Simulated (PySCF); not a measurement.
# C4H9GeN (Ge(CN)Me3): the cost of one run

The runs use PySCF 2.14.0, with density-fitted response routines of our own; the level of theory stands in each step. All values are computed, except where a source is named. Atoms are numbered from 0 throughout.

### Step 1. The molecule as given

15 atoms, charge 0, multiplicity 1; geometry from: GFN2-xTB. The atoms were then displaced at random by about 0.03 Å, so the start is not that level's minimum.

Bonds of the start (Å): Ge0–C1 1.92, Ge0–C3 2.03, Ge0–C7 2.07, Ge0–C11 1.94, C1–N2 1.13, C3–H4 1.11, C3–H5 1.03, C3–H6 1.05, C7–H8 1.02, C7–H9 1.06, C7–H10 1.17, C11–H12 1.17, C11–H13 1.05, C11–H14 1.11.

### Step 2. Geometry optimisation at PBE0-D3(BJ)/def2-SVP

Job settings and geometry (Å):

```
{"job": {"xc": "PBE0", "basis": "def2-SVP", "d3": "d3bj", "grid": 1, "maxiter": 40, "shake": 0.03, "kind": "geom"}, "charge": 0, "multiplicity": 1}
Ge     0.059170    -0.075000     0.200030
C     -0.021870    -0.006150     2.116630
N     -0.054790    -0.003280     3.242290
C      1.998690     0.008800    -0.382710
H      1.959390    -0.037300    -1.488130
H      2.408340    -0.853170     0.011550
H      2.438640     0.886090    -0.013400
C     -0.905350     1.657610    -0.406570
H     -0.962690     1.719490    -1.418610
H     -0.473500     2.524310     0.028780
H     -2.008630     1.628500    -0.018660
C     -0.930450    -1.642940    -0.355170
H     -2.048720    -1.630790    -0.018750
H     -0.483810    -2.524560     0.006140
H     -1.007200    -1.727720    -1.459420
```

Launch:

```bash
> OMP_NUM_THREADS=1 python probes_run.py task.json out
```

One launch serves the whole session: the jobs run in the order shown.

**Question.** How long does this first job take on 1 thread of Arm Neoverse V1, shared host, and how much memory does it need?

About 67 s, with a peak of 0.56 GiB.
